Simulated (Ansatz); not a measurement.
# H4NSn with multiplicity 2: two geometries relaxed

Are the two ends of the inversion of the pyramid at N1 separate minima, and which lies lower? Each is relaxed from a guess. SMILES of the start: [NH2][SnH2].

Method: UKS LDA/def2-TZVP, in Ansatz 0.2.0.

## (1) The structure to begin with

Bond lengths: N1–Sn2 2.082 Å, N1–H3 1.006 Å, N1–H4 1.019 Å, Sn2–H5 1.762 Å, Sn2–H6 1.759 Å. Angles: N1–Sn2–H5 110.2°, N1–Sn2–H6 110.7°, H5–Sn2–H6 109.6°, Sn2–N1–H3 107.2°, Sn2–N1–H4 104.6°, H3–N1–H4 112.3°.

Coordinates:

```xyz
6

N    -0.2893   -1.1275    0.0793
Sn    0.4214    0.8255   -0.0441
H     0.0952   -1.6340   -0.7000
H     0.0591   -1.4714    0.9733
H     0.0009    1.5292   -1.6042
H    -0.2452    1.8141    1.2496
```

## (2) End point A

input.yaml

```yaml
crystal:
  periodic: [false, false, false]
  atoms:
    - { symbol: "N", position_ang: [-0.2893, -1.1275, 0.0793] }
    - { symbol: Sn, position_ang: [0.4214, 0.8255, -0.0441] }
    - { symbol: H, position_ang: [0.0952, -1.634, -0.7] }
    - { symbol: H, position_ang: [0.0591, -1.4714, 0.9733] }
    - { symbol: H, position_ang: [0.0009, 1.5292, -1.6042] }
    - { symbol: H, position_ang: [-0.2452, 1.8141, 1.2496] }
magnetization:
  spin_polarized: true
  initial_magnetization: 1
basis:
  gaussian: { orbitals: def2-TZVP }
hamiltonian:
  xc: lda
relax:
  f_tol: 0.015
  max_steps: 40
```

Started as:

```console
$ ansatz run input.yaml --threads 2 --pin off --max-ram 3072MiB --backend cpu --events-out ev --progress --plain --runs-dir out
```

Standard output (excerpt; [...] marks lines left out):

```text
Warning: RAYON_NUM_THREADS=2 ignored (pool sized by the plan → 2); use --threads N
[...]
Functional definition: SPW92
[...]
719 factors; their error is unknown
[...]
mean field -7363.74654568 eV, -270.6126942270 hartree, gradient 2.5e-5 eV, S^2 0.750912; 0 other end points of the search recorded, 0 dependent functions left out
[...]
reference -7363.74658855 eV, -270.6126958026 hartree; 17, 16 occupied and 88, 89 virtual orbitals, 719 factors
relax step   1: F+E_penalty+E_count = -7363.74654568 eV  Δ(F+E_penalty+E_count) = +0.000e0 eV  max|allowed force component| = 1.659e0 eV/Å  Δτ_max = 0.0000 Å  (29 SCF iters, accepted)
[...]
relax step   5: F+E_penalty+E_count = -7363.89298918 eV  Δ(F+E_penalty+E_count) = -3.868e-5 eV  max|allowed force component| = 6.988e-2 eV/Å  Δτ_max = 0.0323 Å  (30 SCF iters, accepted)
[...]
relax step   6: F+E_penalty+E_count = -7363.89383080 eV  Δ(F+E_penalty+E_count) = -8.416e-4 eV  max|allowed force component| = 4.281e-3 eV/Å  Δτ_max = 0.0159 Å  (31 SCF iters, accepted)
719 factors; their error is unknown
[...]
mean field -7363.89383080 eV, -270.6181068555 hartree, gradient 3.7e-5 eV, S^2 0.751068; 1 other end points of the search recorded, 0 dependent functions left out
[...]
reference -7363.89387364 eV, -270.6181084298 hartree; 17, 16 occupied and 88, 89 virtual orbitals, 719 factors
Total energy: -7363.89387364 eV, -270.6181084298 hartree
Atom 0 at    -0.175415    -0.992007     0.072398 Å, force     0.002117    -0.003710    -0.000275 eV/Å
Atom 1 at     0.559736     0.895807    -0.053278 Å, force    -0.004281     0.002380    -0.003222 eV/Å
Atom 2 at     0.063705    -1.628455    -0.690546 Å, force    -0.000544     0.001505    -0.001954 eV/Å
Atom 3 at    -0.052117    -1.473821     0.965094 Å, force    -0.001080     0.001654     0.002908 eV/Å
Atom 4 at    -0.076349     1.433355    -1.576928 Å, force     0.002603    -0.001052    -0.000937 eV/Å
Atom 5 at    -0.277460     1.701021     1.237160 Å, force     0.001185    -0.000778     0.003480 eV/Å
Dipole moment:     0.179386    -0.249698     0.036284 e Å
```

Run time: 7.1 s. Hardware: 2 threads of Arm Neoverse V1, shared host; peak memory 0.17 GiB.

Step by step:

| step | energy from step 1 (eV) | largest force component (eV/Å) |
| --- | --- | --- |
| 1 | 0.0000 | 1.6592 |
| 2 | -0.1150 | 0.5785 |
| 3 | -0.1428 | 0.2309 |
| 4 | -0.1464 | 0.1265 |
| 5 | -0.1464 | 0.0699 |
| 6 | -0.1473 | 0.0043 |

Step 1 is the start.

After: Bond lengths: N1–Sn2 2.030 Å, N1–H3 1.022 Å, N1–H4 1.022 Å, Sn2–H5 1.736 Å, Sn2–H6 1.736 Å. Angles: N1–Sn2–H5 102.1°, N1–Sn2–H6 102.2°, H5–Sn2–H6 109.4°, Sn2–N1–H3 116.6°, Sn2–N1–H4 116.7°, H3–N1–H4 109.3°.

## (3) Relaxing end B

The second end starts from a geometry with the move made by hand.

Edit input.yaml of step 2 so:

```diff
@@ -5,4 +5,4 @@
     - { symbol: Sn, position_ang: [0.4214, 0.8255, -0.0441] }
-    - { symbol: H, position_ang: [0.0952, -1.634, -0.7] }
-    - { symbol: H, position_ang: [0.0591, -1.4714, 0.9733] }
+    - { symbol: H, position_ang: [-0.77927, -1.32068, -0.77761] }
+    - { symbol: H, position_ang: [-0.91069, -1.12393, 0.88723] }
     - { symbol: H, position_ang: [0.0009, 1.5292, -1.6042] }
```

Started as:

```console
$ ansatz run input.yaml --threads 2 --pin off --max-ram 3072MiB --backend cpu --events-out ev --progress --plain --runs-dir out
```

Standard output (excerpt; [...] marks lines left out):

```text
Warning: RAYON_NUM_THREADS=2 ignored (pool sized by the plan → 2); use --threads N
[...]
[... 1 set-up line as earlier in the session ...]
[...]
719 factors; their error is unknown
[...]
mean field -7363.62896227 eV, -270.6083731163 hartree, gradient 1.6e-5 eV, S^2 0.750827; 0 other end points of the search recorded, 0 dependent functions left out
[...]
reference -7363.62900429 eV, -270.6083746606 hartree; 17, 16 occupied and 88, 89 virtual orbitals, 719 factors
relax step   1: F+E_penalty+E_count = -7363.62896227 eV  Δ(F+E_penalty+E_count) = +0.000e0 eV  max|allowed force component| = 1.336e0 eV/Å  Δτ_max = 0.0000 Å  (29 SCF iters, accepted)
[...]
relax step   3: F+E_penalty+E_count = -7363.75989919 eV  Δ(F+E_penalty+E_count) = -2.980e-2 eV  max|allowed force component| = 8.774e-1 eV/Å  Δτ_max = 0.0688 Å  (31 SCF iters, accepted)
[...]
719 factors; their error is unknown
[...]
mean field -7363.89383538 eV, -270.6181070236 hartree, gradient 3.7e-5 eV, S^2 0.751066; 1 other end points of the search recorded, 0 dependent functions left out
[...]
reference -7363.89387821 eV, -270.6181085977 hartree; 17, 16 occupied and 88, 89 virtual orbitals, 719 factors
Total energy: -7363.89387821 eV, -270.6181085977 hartree
Atom 0 at    -0.724414    -0.805716     0.020739 Å, force    -0.001536    -0.006062     0.003517 eV/Å
Atom 1 at     0.461155     0.840256    -0.045130 Å, force     0.003818     0.000609    -0.004507 eV/Å
Atom 2 at    -0.620443    -1.476434    -0.743250 Å, force    -0.000279     0.002516    -0.000389 eV/Å
Atom 3 at    -0.761684    -1.308869     0.909447 Å, force    -0.000271     0.001673    -0.000441 eV/Å
Atom 4 at     0.039829     1.530026    -1.581872 Å, force     0.000642     0.001242     0.000967 eV/Å
Atom 5 at    -0.196603     1.817426     1.230285 Å, force    -0.002373     0.000023     0.000853 eV/Å
Dipole moment:     0.109316    -0.286039     0.038741 e Å
```

Run time: 11 s. Hardware: 2 threads of Arm Neoverse V1, shared host; peak memory 0.17 GiB.

Step by step:

| step | energy from step 1 (eV) | largest force component (eV/Å) |
| --- | --- | --- |
| 1 | 0.0000 | 1.3356 |
| 2 | -0.1011 | 0.4480 |
| 3 | -0.1309 | 0.8774 |
| 4 | -0.1874 | 0.7791 |
| 5 | -0.2582 | 0.2105 |
| 6x | -0.2150 | 0.4364 |
| 7 | -0.2634 | 0.0537 |
| 8 | -0.2641 | 0.1691 |
| 9 | -0.2648 | 0.0233 |
| 10 | -0.2649 | 0.0061 |

Step 1 is the start. 1 step was tried and not accepted (marked x).

After: Bond lengths: N1–Sn2 2.030 Å, N1–H3 1.022 Å, N1–H4 1.022 Å, Sn2–H5 1.736 Å, Sn2–H6 1.736 Å. Angles: N1–Sn2–H5 102.1°, N1–Sn2–H6 102.2°, H5–Sn2–H6 109.6°, Sn2–N1–H3 116.7°, Sn2–N1–H4 116.7°, H3–N1–H4 109.3°.

## (4) Results

| quantity | value |
| --- | --- |
| end A | 5 moves, 0.147 eV lower |
| end B | 8 moves, 0.265 eV lower |
| largest difference between the ends | 0.00 Å |
| end B relative to end A | -0.000 eV |

In words: The two relaxations end at one structure, within 0.00 Å: no second minimum was found from this start, which doesn't rule one out.
